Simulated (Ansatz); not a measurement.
# CH2AlOS+ (SMILES [AlH2][C+]1OS1): functionals against CCSD(T) at one geometry

How do the functionals fare away from a minimum? The structure is a structure displaced at random from a GFN2-xTB minimum.

Program: Ansatz 0.2.0, Gaussian basis. Level of theory: single points in def2-TZVPP. These are calculated values, not measurements.

Correlated methods freeze the cores.

## (1) Starting geometry

SMILES `[AlH2][C+]1OS1`, 6 atoms, charge 1, spin multiplicity 1.

Atoms are counted from 1 here; the program's logs count them from 0.

Bond lengths: Al1–C2 2.022 Å, Al1–H5 1.526 Å, Al1–H6 1.606 Å, C2–O3 1.355 Å, C2–S4 1.700 Å, O3–S4 1.765 Å. Angles: C2–Al1–H5 96.1°, C2–Al1–H6 123.4°, H5–Al1–H6 139.7°, Al1–C2–O3 153.7°, Al1–C2–S4 136.5°, O3–C2–S4 69.6°, C2–O3–S4 64.5°, C2–S4–O3 46.0°.

Geometry (Å):

```
Al   -0.4932    1.2067   -0.0834
C     0.3832   -0.5952    0.1872
O     1.1623   -1.4779    0.8575
S     0.2822   -2.1355   -0.5244
H    -1.4451    0.7588   -1.1891
H     0.0305    2.5582    0.6075
```

## (2) CCSD(T)/def2-TZVPP

Input file run/in.yaml:

```yaml
crystal:
  periodic: [false, false, false]
  atoms:
    - {symbol: Al, position_ang: [-0.493200, 1.206700, -0.083400]}
    - {symbol: C, position_ang: [0.383200, -0.595200, 0.187200]}
    - {symbol: O, position_ang: [1.162300, -1.477900, 0.857500]}
    - {symbol: S, position_ang: [0.282200, -2.135500, -0.524400]}
    - {symbol: H, position_ang: [-1.445100, 0.758800, -1.189100]}
    - {symbol: H, position_ang: [0.030500, 2.558200, 0.607500]}
basis:
  gaussian: {orbitals: def2-TZVPP}
total_charge: 1
correlation: {method: ccsd_t}
output: {forces: true}
```

The command line of these runs was not kept.

## (3) PBE0-D4/def2-TZVPP

run/in.yaml: that of step 2 with these lines changed.

```diff
@@ -12,3 +12,3 @@
 total_charge: 1
-correlation: {method: ccsd_t}
-output: {forces: true}
+hamiltonian: {xc: pbe0, dispersion: d4}
+output: {forces: true, orbitals: {seedname: orbitals}}
```

## (4) wB97M-V/def2-TZVPP

run/in.yaml: that of step 3 with these lines changed.

```diff
@@ -12,3 +12,3 @@
 total_charge: 1
-hamiltonian: {xc: pbe0, dispersion: d4}
-output: {forces: true, orbitals: {seedname: orbitals}}
+hamiltonian: {xc: {name: wB97M-V}}
+output: {forces: true}
```

## (5) r2SCAN-D4/def2-TZVPP

run/in.yaml: that of step 4 with these lines changed.

```diff
@@ -12,3 +12,3 @@
 total_charge: 1
-hamiltonian: {xc: {name: wB97M-V}}
+hamiltonian: {xc: r2scan, dispersion: d4}
 output: {forces: true}
```

## (6) PBE-D4/def2-TZVPP

run/in.yaml: that of step 5 with these lines changed.

```diff
@@ -12,3 +12,3 @@
 total_charge: 1
-hamiltonian: {xc: r2scan, dispersion: d4}
+hamiltonian: {xc: pbe, dispersion: d4}
 output: {forces: true}
```

## (7) CAM-B3LYP-D4/def2-TZVPP

run/in.yaml: that of step 6 with these lines changed.

```diff
@@ -12,3 +12,3 @@
 total_charge: 1
-hamiltonian: {xc: pbe, dispersion: d4}
+hamiltonian: {xc: {name: CAM-B3LYP}, dispersion: d4}
 output: {forces: true}
```

## (8) SPW92/def2-TZVPP

run/in.yaml: that of step 7 with these lines changed.

```diff
@@ -12,3 +12,3 @@
 total_charge: 1
-hamiltonian: {xc: {name: CAM-B3LYP}, dispersion: d4}
+hamiltonian: {xc: lda}
 output: {forces: true}
```

(Steps that only read results are left out.)

Before running it: what results should come out? Wanted: energy less free atoms, CCSD(T)/def2-TZVPP; RMS force component; RMS force error; HOMO and LUMO, PBE0-D4; T1 diagnostic.

The runs gave:

| quantity | value |
| --- | --- |
| energy less free atoms, CCSD(T)/def2-TZVPP | -931.8 kJ/mol |
| RMS force component | 1.223 to 1.553 eV/Å over the methods |
| RMS force error | PBE0-D4 0.398, wB97M-V 0.422, r2SCAN-D4 0.144, PBE-D4 0.168, CAM-B3LYP-D4 0.460, SPW92 0.247 eV/Å |
| HOMO and LUMO, PBE0-D4 | -13.62 and -9.72 eV |
| T1 diagnostic | 0.028 |

Against CCSD(T) the functionals' energies less atoms differ by -427.3 to -32.0 kJ/mol, PBE-D4 by -157.0 kJ/mol. A larger basis would deepen the CCSD(T) value, while the functionals are nearly converged already, so the order here is not reliable. On forces the order runs from r2SCAN-D4 to CAM-B3LYP-D4. Frozen-core CCSD(T) forces in triple zeta carry basis errors of their own, and this is one geometry, so small gaps rank nothing. The T1 diagnostic is large here, over the usual mark for main-group molecules (transition-metal compounds often pass it harmlessly), so CCSD(T) itself may be off.
